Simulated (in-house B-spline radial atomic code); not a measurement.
**C: ionisation energy by several methods**

The task here is to estimate one member of a computed series from the others.

Method: non-relativistic, several functionals, spin-polarised, exact exchange averaged over the configuration; spherical all-electron atom at the radial basis limit. Code: in-house B-spline radial atomic code version 1.

### What is computed

```
element       : carbon (Z = 6)
charge        : 0
electrons     : 6
configuration : [He] 2s2 2p2
nucleus       : point
```

The outer shells:

[He] 2s2 2p2
```
[He] core
2s [↑↓]
2p [↑ ][↑ ][  ]
```

Where spins are not typed, each open shell is filled with up spins first.

The first run:

The run's settings:

```ini
Z = 6
electrons = 6.0
configuration = [He] 2s2 2p2
hamiltonian = nr
method = m062x
spin_polarised = True
exact_exchange = averaged over the configuration
```

Command:

```console
python run_scf.py task.json out
```

One command runs all members of the session, one after another, from task.json.

Among the steps run: M06-2X; CAM-B3LYP; TPSSh; LC-ωPBE; PBE0.

One table of the session follows, with a row left open; its other results are not shown here.

```
   method  ΔSCF (eV)
   M06-2X     11.250
    TPSSh     11.688
     PBE0     11.613
CAM-B3LYP     11.668
  LC-ωPBE          ?
```

Estimate the missing values for LC-ωPBE.

As computed: ΔSCF (eV): 11.791. In the column «ΔSCF (eV)» it is the highest.
